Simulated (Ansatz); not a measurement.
# NbB2: further runs on the relaxed cell

The task here is to estimate one member of a computed series from the others.

The COD entry's cell or inner coordinates are ideal or old and differ from later refinements, so a difference from it is no clean test against experiment.

Program: Ansatz 0.2.0. Level of theory: DFT PBEsol, scalar-relativistic, plane waves, PAW. These are calculated values, not measurements.

1 further run of the same task is left out (set aside as unsound or not needed).

### The structure to begin with

The structure is hexagonal, space group P6/mmm (No. 191). Conventional cell: a = 3.097 Å, b = 3.097 Å, c = 3.286 Å, α = 90.00°, β = 90.00°, γ = 120.00°. Around Nb (site symmetry 6/mmm) lie 12 B at 2.43 Å. B (site symmetry -6m2) is surrounded by 3 B at 1.79 Å and 6 Nb at 2.43 Å.

Structure file:

```
Nb B
1.0
     3.09679    0.00000    0.00000
    -1.54840    2.68190    0.00000
     0.00000    0.00000    3.28621
Nb B
1 2
Direct
  0.00000 0.00000 0.00000
  0.33333 0.66667 0.50000
  0.66667 0.33333 0.50000
```

It is the result of an earlier relaxation at this level (volume 9.10 Å³/atom; gap on the mesh: none (metal)).

The first run:

input.yaml reads:

```yaml
crystal:
  lattice:
    - [3.0967936316, 0.0, 0.0]
    - [-1.5483968158, 2.6819019552, 0.0]
    - [0.0, 0.0, 3.2862074859]
  atoms:
    - { symbol: Nb, position: [0.0, 0.0, 0.0] }
    - { symbol: B, position: [0.3333333333, 0.6666666667, 0.5] }
    - { symbol: B, position: [0.6666666667, 0.3333333333, 0.5] }
basis:
  ecutwfc: 420
kpoints:
  mp_grid: { grid: [18, 18, 12] }
  band_path:
    path:
      - [[0.0, 0.0, 0.0], [0.5, 0.0, 0.0], [0.33333333, 0.33333333, 0.0], [0.0, 0.0, 0.0], [0.0, 0.0, 0.5], [0.5, 0.0, 0.5], [0.33333333, 0.33333333, 0.5], [0.0, 0.0, 0.5]]
      - [[0.5, 0.0, 0.5], [0.5, 0.0, 0.0]]
      - [[0.33333333, 0.33333333, 0.5], [0.33333333, 0.33333333, 0.0]]
    npoints: 14
hamiltonian:
  xc: pbesol
scf:
  occupations: { method: gaussian, width: 0.1 }
  n_extra_bands: 7
output:
  forces: true
  stress: true
  eigenvalues: true
  populations: true
  dos: { projected: true, de: 0.02, nscf_kmesh: { grid: [27, 27, 18] } }
  bader: true
  write_density: true
  write_potential: true
  elf: true
  volumetric_format: npy
```

On the command line:

```console
$ ansatz run input.yaml --threads 1 --pin off --max-ram 2560MiB --backend cpu --events-out ev --progress --plain --runs-dir out
```

Steps of the session up to this table: Bands, states and charges; Back to the database's cell; Point at V/V0 = 0.97; The cell scaled to 1.03 of its volume; The cell scaled to 0.94 of its volume; The cell scaled to 1.06 of its volume; Volume × 0.91; Point at V/V0 = 1.10; Point at V/V0 = 0.88.

One of the session's tables, all rows but one given; the rest of the session is left out.

It belongs to the step «Energy against volume». 

| volume (Å³/atom) | energy above the lowest point (meV/atom) | pressure (GPa) |
| --- | --- | --- |
| 8.006 | 152.0 | 49.68 |
| 8.279 | 80.9 | 34.29 |
| 8.552 | 34.0 | 21.09 |
| 8.825 | 8.1 | 9.75 |
| 9.098 | 0.0 | 0.00 |
| 9.371 | ? | ? |
| 9.644 | 28.0 | -15.59 |
| 10.007 | 72.9 | -23.66 |

Q: Estimate the row for volume (Å³/atom) = 9.371 from the others.

Worked estimate for «energy above the lowest point (meV/atom)». A straight line through the neighbours (9.098, 0.0) and (9.644, 28.0) gives 0.0 + (28.0 − 0.0) × (9.371 − 9.098) / (9.644 − 9.098) = 14.0; a parabola fitted to 4 rows on both sides gives 7.6.

**Answer.** energy above the lowest point (meV/atom): 7.4; pressure (GPa): -8.39. In «energy above the lowest point (meV/atom)» the line misses by +6.6 and the parabola by +0.2.
